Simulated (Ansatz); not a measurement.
Runs of Ansatz 0.2.0 on ZnGaP. The structure is hexagonal, space group P-6m2 (No. 187). Conventional cell: a = 4.016 Å, b = 4.016 Å, c = 4.404 Å, α = 90.00°, β = 90.00°, γ = 120.00°. Around Zn (site symmetry -6m2) lie 3 P at 2.32 Å. Ga (site symmetry -6m2) is surrounded by 6 Zn at 3.20 Å and 6 P at 3.20 Å. Around P (site symmetry -6m2) lie 3 Zn at 2.32 Å. The cell was built by a generator and needn't be a form met in nature.

| level | cell | target pressure (GPa) | gap on the mesh (eV) | pressure (GPa) | relaxed volume (Å³/atom) |
| --- | --- | --- | --- | --- | --- |
| PBE | relaxed to 30 GPa | 30 | none | 30.0 | - |
| PBEsol+D3(BJ) | relaxed | - | none | 0.0 | 17.99 |
| PBE | relaxed to 20 GPa | 20 | none | 20.0 | - |
| PBEsol+D4 | relaxed | - | none | 0.0 | (a) |
| PBEsol | relaxed | - | none | 0.0 | 19.01 |

Alike in all rows: task relaxation of cell and atoms; potentials or basis Ansatz PAW; no spin polarisation; k mesh 8 × 8 × 6; cutoff (eV) 420; smearing fermi-dirac 0.05 eV.

**Question.** Estimate the missing entries.

**Answer.** (a) 18.37.

Caveats: the plane-wave basis is chosen anew once the cell has moved, so the energies of steps on either side of that aren't comparable; the PAW data sets come from PBE, with cores solved anew for the run's functional, which leaves a small shift of forces and pressure (some runs); the volume moved by over 15 % at a fixed basis, so the end points are rough (some runs); pairwise dispersion overbinds metals, which lowers pressure and volume (some runs).

A k mesh can miss the band edges, and the runs leave out spin-orbit coupling on Ga.

A gap of «none» marks a metal or a gap under the smearing width.
